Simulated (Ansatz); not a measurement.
# BeLi− (singlet): wave-function methods side by side at distance Li1–Be2 = 6.540 Å, aug-cc-pVTZ

The task here is to estimate one member of a computed series from the others.

Method: aug-cc-pVTZ, core rule «outside noble gas», up to 2 orbitals frozen; program: Ansatz 0.2.0, Gaussian basis.

To be run: UHF; CCSD(T) on RHF; CCSD(T) on UHF; BCCD(T) on RHF; CCSDT(Q) on RHF; CCSDT(Q) on UHF; Full CI.

44 further runs of the same task are left out: 23 for a known fault of the program, 14 that didn't finish, 7 set aside as unsound or not needed.

## What is computed

The geometry derives from a PBE0/def2-TZVPD stationary point (not a proven minimum). One bond is set to the value named and the two fragments are kept rigid.

2 atoms, charge -1, spin multiplicity 1.

Atoms are counted from 1 here; the program's logs count them from 0.

No contacts short enough for the rule that draws bonds.

Set-up of the first run:

in.yaml

```yaml
crystal:
  periodic: [false, false, false]
  atoms:
    - {symbol: Li, position_ang: [0.000000, 0.000000, 0.000000]}
    - {symbol: Be, position_ang: [0.000000, 0.000000, 6.540000]}
basis:
  gaussian: {orbitals: aug-cc-pVTZ}
total_charge: -1
magnetization: {spin_polarized: true, initial_magnetization: 0}
hamiltonian: {xc: hf}
output: {orbitals: {seedname: orbitals}}
```

Launch:

```console
$ ansatz run in.yaml --threads 1 --pin off --events-out ev --progress --plain --max-ram 2393MiB
```

Steps of the session up to this table: UHF; CCSD(T) on RHF; CCSD(T) on UHF; BCCD(T) on RHF; CCSDT(Q) on RHF; CCSDT(Q) on UHF; Full CI.

One of the session's tables, all rows but one given; the rest of the session is left out.

```
   method  from FCI (kcal/mol)
      RHF               +46.17
      UHF               +43.65
     RMP2               +16.96
     UMP2               +22.51
    RCCSD                +0.29
    UCCSD                +0.36
 RCCSD(T)                +0.08
 UCCSD(T)                +0.10
  BCCD(T)                +0.08
   RCCSDT                +0.02
   UCCSDT                +0.03
RCCSDT(Q)                    ?
UCCSDT(Q)                 0.00
      FCI                    0
```

Estimate the missing values for RCCSDT(Q).

As computed: from FCI (kcal/mol): +0.01. In the column «from FCI (kcal/mol)» it lies between FCI (0) and RCCSDT (+0.02).

To keep in mind: The determinant is far from a pure spin state, so its energy mixes those of several spin states (harmless only where they are near-degenerate, as at dissociation). Restricted and unrestricted rows rest on different reference determinants; where their highest levels disagree by more than a few hundredths of an eV, they describe different states and don't form one ladder.
